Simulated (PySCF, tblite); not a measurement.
**4-(trifluoromethyl)benzoyl fluoride (C₈H₄F₄O): geometry, infrared bands and NMR shifts**

Aim: predict the infrared bands and NMR shifts of 4-(trifluoromethyl)benzoyl fluoride (C₈H₄F₄O) (`O=C(F)c1ccc(C(F)(F)F)cc1`).

Programs: tblite 0.8.0 and PySCF 2.14.0, with density-fitted response routines of our own. Each step states its level of theory. These are calculated values for one molecule in the gas phase, unless marked as measured. Atoms count from 0, in the outputs and in this text.

## 1. The starting structure

17 atoms, charge 0, multiplicity 1; geometry from: force field or distance geometry start.

Bonds of the start (Å): O0–C1 1.23, C1–F2 1.35, C1–C3 1.47, C3–C4 1.39, C4–C5 1.40, C5–C6 1.40, C6–C7 1.51, C7–F8 1.35, C7–F9 1.37, C7–F10 1.36, C6–C11 1.40, C11–C12 1.40, C12–C3 1.41, C4–H13 1.10, C5–H14 1.08, C11–H15 1.10, C12–H16 1.09.

## 2. Geometry optimisation with GFN2-xTB

Job settings and geometry (Å):

```
{"job": {"kind": "relax", "xc": "GFN2-xTB", "basis": "xTB"}, "charge": 0, "multiplicity": 1}
O      3.714000    -0.573900    -1.047500
C      3.050800     0.093000    -0.262300
F      3.733400     0.904000     0.574600
C      1.584000     0.051100    -0.148100
C      0.843700    -0.798400    -0.969300
C     -0.552300    -0.837200    -0.869000
C     -1.211300    -0.030400     0.071600
C     -2.710300    -0.089400     0.214300
F     -3.256000     1.080900     0.624000
F     -3.349400    -0.407200    -0.952500
F     -3.118200    -1.031200     1.112700
C     -0.457900     0.796400     0.917700
C      0.933500     0.843200     0.818300
H      1.351700    -1.422400    -1.716200
H     -1.118100    -1.489000    -1.519300
H     -0.953700     1.423500     1.672200
H      1.509200     1.499200     1.468700
```

Run with:

```sh
OMP_NUM_THREADS=1 python probes_run.py task.json out
```

This one command runs all jobs of the session in turn.

What it wrote:

```text
step      E/eV     max force
  0   -1147.22516    3.364
  1   -1147.25399    4.430
  2   -1147.35596    0.593
  3   -1147.36967    0.440
  4   -1147.39108    0.325
  5   -1147.39597    0.172
  6   -1147.40068    0.122
  7   -1147.40335    0.163
  8   -1147.40575    0.129
  9   -1147.40707    0.107
 10   -1147.40803    0.093
 11   -1147.40858    0.087
 12   -1147.40883    0.046
 13   -1147.40896    0.027
 14   -1147.40905    0.023
 15   -1147.40911    0.019
 16   -1147.40914    0.016
 17   -1147.40916    0.016
 18   -1147.40917    0.015
 19   -1147.40920    0.013
 20   -1147.40922    0.012
 21   -1147.40924    0.012
 22   -1147.40926    0.010
```

Run time: 0.19 s. Hardware: 1 thread of Arm Neoverse V1, shared host.

The steps of the relaxation:

| step | energy from step 0 (eV) | largest force (eV/Å) |
| --- | --- | --- |
| 0 | 0.0000 | 3.3637 |
| 1 | -0.0288 | 4.4298 |
| 2 | -0.1308 | 0.5927 |
| 3 | -0.1445 | 0.4399 |
| 4 | -0.1659 | 0.3250 |
| 5 | -0.1708 | 0.1722 |
| 6 | -0.1755 | 0.1217 |
| 7 | -0.1782 | 0.1628 |
| 8 | -0.1806 | 0.1290 |
| 9 | -0.1819 | 0.1068 |
| 10 | -0.1829 | 0.0927 |
| 11 | -0.1834 | 0.0874 |
| 12 | -0.1837 | 0.0460 |
| 13 | -0.1838 | 0.0269 |
| 14 | -0.1839 | 0.0227 |
| 15 | -0.1840 | 0.0194 |
| 16 | -0.1840 | 0.0155 |
| 17 | -0.1840 | 0.0164 |
| 18 | -0.1840 | 0.0150 |
| 19 | -0.1840 | 0.0133 |
| 20 | -0.1841 | 0.0117 |
| 21 | -0.1841 | 0.0118 |
| 22 | -0.1841 | 0.0097 |

Close pairs (by a distance rule), those that changed most:

| bond | before (Å) | after (Å) | change (Å) |
| --- | --- | --- | --- |
| O0–C1 | 1.225 | 1.183 | -0.043 |
| C7–F9 | 1.368 | 1.340 | -0.028 |
| C11–H15 | 1.099 | 1.079 | -0.020 |
| C4–C5 | 1.400 | 1.380 | -0.020 |
| C4–H13 | 1.098 | 1.079 | -0.019 |
| C7–F10 | 1.364 | 1.346 | -0.018 |
| C7–F8 | 1.355 | 1.340 | -0.015 |
| C3–C12 | 1.409 | 1.394 | -0.015 |

The next job starts from the end point, and lists it.

## 3. Harmonic vibrations with GFN2-xTB

Job settings and geometry (Å):

```
{"job": {"kind": "ir", "xc": "GFN2-xTB", "basis": "xTB"}, "charge": 0, "multiplicity": 1}
O      3.695295    -0.566597    -1.045124
C      3.029196     0.052342    -0.288869
F      3.634444     0.908108     0.583083
C      1.567426     0.044505    -0.132134
C      0.827938    -0.792478    -0.969255
C     -0.547855    -0.832015    -0.865060
C     -1.182943    -0.029915     0.076329
C     -2.682193    -0.089453     0.209637
F     -3.209038     1.071315     0.622459
F     -3.292075    -0.401932    -0.941474
F     -3.064072    -1.019466     1.104977
C     -0.454716     0.800905     0.919110
C      0.922942     0.840227     0.813835
H      1.347867    -1.400404    -1.693223
H     -1.130681    -1.472177    -1.508754
H     -0.966836     1.413836     1.644895
H      1.498301     1.485229     1.459658
```

What it wrote:

```text
mode    cm-1     km/mol
  1       4.3      0.16
  2      51.6      0.03
  3      63.0      6.18
  4     125.3      6.64
  5     172.8      0.53
  6     208.7      0.22
  7     247.4      1.34
  8     324.0      0.47
  9     361.7      0.55
 10     367.1      2.78
 11     441.6      5.94
 12     445.8     32.22
 13     486.8      7.17
 14     526.5      2.37
 15     544.5      4.28
 16     600.5      0.21
 17     612.2      0.64
 18     649.1     47.47
 19     697.8     28.23
 20     724.7     25.77
 21     797.2     13.48
 22     832.6     19.96
 23     874.3      0.03
 24     921.3      0.01
 25     928.1      0.03
 26     958.7    264.43
 27    1019.9     73.94
 28    1039.8    301.25
 29    1072.8    142.21
 30    1075.3    199.75
 31    1141.0      7.44
 32    1185.3     54.72
 33    1211.3    265.11
 34    1262.7     36.09
 35    1265.0      9.54
 36    1329.0      6.48
 37    1404.2     13.44
 38    1467.0     31.14
 39    1577.0      0.03
 40    1591.4     12.45
 41    1832.3    490.70
 42    3100.8      0.43
 43    3103.2      0.08
 44    3110.4      1.48
 45    3112.0      1.80
```

Run time: 0.75 s. Hardware: 1 thread of Arm Neoverse V1, shared host.

The strongest bands and the atoms that carry them (share of the mass-weighted mode):

| cm⁻¹ | km/mol | atoms |
| --- | --- | --- |
| 959 | 264.4 | C1 34 %, F2 13 %, C5 12 % |
| 1020 | 73.9 | C1 25 %, C4 21 %, C12 18 % |
| 1040 | 301.2 | C7 70 %, F10 18 % |
| 1073 | 142.2 | C7 38 %, F8 15 % |
| 1075 | 199.8 | C7 65 %, F9 18 % |
| 1185 | 54.7 | H16 34 %, H15 21 %, H13 21 % |
| 1211 | 265.1 | H14 26 %, C3 24 %, H15 17 % |
| 1832 | 490.7 | C1 61 %, O0 38 % |

## 4. NMR shieldings: PBE0/pcSseg-1

The job, as its differences from that of step 3:

```diff
@@ -1,2 +1,2 @@
-{"job": {"kind": "ir", "xc": "GFN2-xTB", "basis": "xTB"}, "charge": 0, "multiplicity": 1}
+{"job": {"kind": "nmr", "xc": "PBE0", "basis": "pcSseg-1"}, "charge": 0, "multiplicity": 1}
 O      3.695295    -0.566597    -1.045124
```

Level: GIAO PBE0/pcSseg-1 NMR shielding, non-relativistic, gas phase.

What it wrote:

```text
coarse grid: 16600 points
cycle   1  E = -780.6226851843  dE =  2.625e+00  |g| = 1.231e+00  |ddm| = 4.313e+00
cycle   2  E = -780.0710987353  dE =  5.516e-01  |g| = 2.180e+00  |ddm| = 2.419e+00
cycle   3  E = -780.8713155709  dE = -8.002e-01  |g| = 3.349e-01  |ddm| = 1.807e+00
cycle   4  E = -780.8904452792  dE = -1.913e-02  |g| = 9.784e-02  |ddm| = 3.385e-01
cycle   5  E = -780.8918524546  dE = -1.407e-03  |g| = 2.683e-02  |ddm| = 8.113e-02
cycle   6  E = -780.8920079494  dE = -1.555e-04  |g| = 8.124e-03  |ddm| = 3.287e-02
cycle   7  E = -780.8920222545  dE = -1.431e-05  |g| = 3.060e-03  |ddm| = 9.810e-03
cycle   8  E = -780.8920244845  dE = -2.230e-06  |g| = 7.543e-04  |ddm| = 3.500e-03
final grid: 168776 points
cycle   9  E = -781.0039731395  dE = -4.773e-05  |g| = 1.223e-02  |ddm| = 5.832e-02
cycle  10  E = -781.0039101369  dE =  6.300e-05  |g| = 2.230e-02  |ddm| = 2.939e-02
cycle  11  E = -781.0040015946  dE = -9.146e-05  |g| = 2.705e-03  |ddm| = 1.880e-02
cycle  12  E = -781.0040029999  dE = -1.405e-06  |g| = 4.715e-04  |ddm| = 2.655e-03
cycle  13  E = -781.0040030284  dE = -2.852e-08  |g| = 1.776e-04  |ddm| = 5.506e-04
cycle  14  E = -781.0040030339  dE = -5.518e-09  |g| = 6.036e-05  |ddm| = 2.012e-04
cycle  15  E = -781.0040030348  dE = -8.572e-10  |g| = 1.696e-05  |ddm| = 7.406e-05
converged SCF energy = -781.0040030348

GIAO shielding tensors (ppm)
atom      isotropic    diamagn.    paramagn.     s11        s22        s33       span
  0 O      -99.863     401.373    -501.236   -349.876   -223.644    273.930    623.806
  1 C       22.144     246.400    -224.256    -88.821     42.320    112.935    201.757
  2 F      151.457     476.967    -325.509    -83.116    236.697    300.791    383.907
  3 C       53.954     263.428    -209.475    -42.245     44.540    159.567    201.812
  4 C       46.289     251.744    -205.456    -62.049     20.305    180.610    242.659
  5 C       54.256     250.771    -196.516    -49.555     31.043    181.279    230.833
  6 C       42.677     265.641    -222.964    -54.417     25.046    157.402    211.820
  7 C       54.041     241.000    -186.959     48.122     50.645     63.358     15.236
  8 F      257.572     472.981    -215.408    182.696    246.639    343.382    160.686
  9 F      258.797     472.929    -214.132    183.503    248.738    344.150    160.647
 10 F      230.458     472.221    -241.763    145.933    225.972    319.470    173.537
 11 C       54.173     250.591    -196.418    -49.925     31.303    181.139    231.064
 12 C       48.240     250.021    -201.781    -53.333     18.395    179.658    232.991
 13 H       22.970      32.350      -9.379     18.718     22.875     27.318      8.600
 14 H       23.485      31.649      -8.163     18.893     22.653     28.909     10.016
 15 H       23.515      31.367      -7.852     18.956     22.635     28.954      9.998
 16 H       23.143      31.219      -8.076     18.591     23.015     27.822      9.231
```

Wall time 90 s (1 thread of Arm Neoverse V1, shared host); peak memory 1.1 GiB.

The references, computed at this level on geometries of the same kind, shield at (ppm): ¹H TMS 31.72, ¹³C TMS 186.9, ¹⁹F CFCl3 170.9, ¹⁷O H2O 336.1. Their shielding less the atom's gives the shift. The references are single molecules in the gas phase, so shifts against H2O, NH3, PH3, H3PO4 or CFCl3 are not on the usual liquid scales and can be off by tens of ppm. Atoms listed in one row are averaged.

| atoms | environment | σ (ppm) | δ (ppm) | δ scaled to CDCl3 |
| --- | --- | --- | --- | --- |
| C1 | carbonyl carbon | 22.1 | 164.8 | 158.9 |
| C6 | substituted aromatic carbon | 42.7 | 144.2 | 138.9 |
| C4, C12 | aromatic CH | 47.3 | 139.7 | 134.4 |
| C3 | substituted aromatic carbon | 54.0 | 133.0 | 127.9 |
| C7 | CF3 carbon | 54.0 | 132.9 | 127.8 |
| C5, C11 | aromatic CH | 54.2 | 132.7 | 127.6 |
| H13, H16 | hydrogen on an aromatic CH | 23.06 | 8.66 | 8.27 |
| H14, H15 | hydrogen on an aromatic CH | 23.50 | 8.22 | 7.85 |
| O0 | carbonyl oxygen | -99.9 | 435.9 | – |
| F2 | fluorine bonded to C | 151.5 | 19.5 | – |
| F8, F9, F10 | fluorine of a CF3 group | 248.9 | -78.0 | – |

The scaled column applies a straight-line fit of computed shieldings to shifts measured in CDCl3, and one for carbons that bear F (root-mean-square error 0.16 ppm for H, 1.9 ppm for C).

The run also stored atomic charges by several schemes (e):

| atoms | Mulliken | IAO | Hirshfeld | ESP fit |
| --- | --- | --- | --- | --- |
| O0 | -0.34 | -0.38 | -0.22 | -0.44 |
| C1 | 0.72 | 0.61 | 0.23 | 0.68 |
| F2 | -0.28 | -0.29 | -0.09 | -0.25 |
| C3 | -0.45 | -0.07 | -0.01 | -0.04 |
| C4, C12 | 0.06 | -0.12 | -0.03 | -0.16 |
| C5, C11 | 0.05 | -0.14 | -0.04 | -0.10 |
| C6 | -0.43 | -0.04 | -0.02 | -0.07 |
| C7 | 0.94 | 0.81 | 0.26 | 0.57 |
| F8, F9, F10 | -0.27 | -0.28 | -0.09 | -0.19 |

Mayer bond orders: O0–C1 2.06, C1–F2 0.96, C1–C3 1.01, C3–C4 1.37, C4–C5 1.44, C5–C6 1.37, C6–C7 1.00, C7–F8 1.00, C7–F9 1.00, C7–F10 1.01, C6–C11 1.38, C11–C12 1.43, C12–C3 1.36.

Ring of atoms C3, C4, C5, C6, C11, C12: NICS(0) -8.9, NICS(1) -11.5, NICS(1)zz -27.7 ppm (means of both faces).

Orbitals, density, ELF and potential are computed afterwards from the orbital file.

Frontier orbitals at PBE0/pcSseg-1, with the share of their density that lies nearest to each atom:

| orbital | energy (eV) | lies on |
| --- | --- | --- |
| HOMO | -8.59 | C4, C11 about 25 % each; C5, C12 about 17 % each |
| LUMO | -2.59 | C1, C3, C6 about 16 % each; O0 12 %; C4, C12 about 9 % each |

ELF in a plane through or near 14 of the atoms.

Values, 10 rows by 14 columns:
```
0.00 0.00 0.00 0.00 0.00 0.00 0.00 0.00 0.00 0.00 0.00 0.00 0.00 0.00
0.00 0.00 0.00 0.00 0.00 0.01 0.00 0.00 0.02 0.00 0.00 0.00 0.00 0.00
0.00 0.00 0.01 0.06 0.03 0.99 0.40 0.32 1.00 0.15 0.01 0.00 0.00 0.00
0.00 0.00 0.53 0.84 0.13 0.95 0.49 0.55 0.95 0.02 0.72 0.45 0.01 0.00
0.00 0.01 0.68 0.67 0.18 0.73 0.37 0.43 0.77 0.25 0.64 0.35 0.01 0.00
0.00 0.05 0.36 0.64 0.76 0.26 0.39 0.31 0.30 0.90 0.22 0.04 0.00 0.00
0.00 0.13 0.89 0.47 0.09 0.52 0.49 0.21 0.58 0.04 0.77 0.62 0.02 0.00
0.00 0.00 0.24 0.59 0.03 1.00 0.65 0.48 1.00 0.08 0.25 0.09 0.00 0.00
0.00 0.00 0.00 0.00 0.01 0.68 0.06 0.02 0.74 0.03 0.00 0.00 0.00 0.00
0.00 0.00 0.00 0.00 0.00 0.00 0.00 0.00 0.00 0.00 0.00 0.00 0.00 0.00
```
The map spans 12.7 Å across and 9.5 Å up, centred on the molecule. Atoms in the plane (x, y in Å): O0 (-3.7, -1.0), C1 (-3.0, -0.1), F2 (-3.6, 1.2), C3 (-1.6, 0.0), C4 (-0.9, -1.2), C5 (0.5, -1.2), C6 (1.2, 0.0), C7 (2.7, 0.0), C11 (0.5, 1.2), C12 (-0.9, 1.2), H13 (-1.4, -2.2), H14 (1.1, -2.1), H15 (1.0, 2.1), H16 (-1.4, 2.1).

On the surface of density 0.002 e/bohr³ the electrostatic potential runs, from the 1st to the 99th percentile, from -1.21 V near O0 to 1.39 V near H15.

## 5. Summary of results

```
                                                                 quantity                                         value
                                strongest single infrared mode (GFN2-xTB)                         1832 cm⁻¹, 491 km/mol
                                             zero-point energy (GFN2-xTB)                                 64.1 kcal/mol
  ¹³C shifts against TMS (PBE0/pcSseg-1, means over atoms taken as alike)  164.8, 144.2, 139.7, 133.0, 132.9, 132.7 ppm
   ¹H shifts against TMS (PBE0/pcSseg-1, means over atoms taken as alike)                                8.66, 8.22 ppm
                                   ¹⁷O shifts against H2O (PBE0/pcSseg-1)                                     435.9 ppm
¹⁹F shifts against CFCl3 (PBE0/pcSseg-1, means over atoms taken as alike)                               19.5, -78.0 ppm
                                    surface potential, 1st and 99th percentile                            -1.21 V and 1.39 V
```

**Reading.** Over 22 steps the energy fell by 0.184 eV; of the close pairs, O0–C1 changed most, 1.225 to 1.183 Å. No mode is imaginary among the 45: a minimum at this level. The strongest single mode, at 1832 cm⁻¹, moves mainly C1 and O0. GFN2-xTB is a fitted tight-binding method: band positions and strengths are rough. Its intensities can rank the bands wrongly. At PBE0/pcSseg-1: The largest span, 624 ppm, is at O0, where the paramagnetic term is -501 ppm. NICS(1)zz of -28 ppm above the planar ring from C3 marks a diatropic (aromatic) ring current. At PBE0/pcSseg-1, counted by nearest atom on the grid, the HOMO lies on C4, C11 about 25 % each; C5, C12 about 17 % each, the LUMO on C1, C3, C6 about 16 % each; O0 12 %.
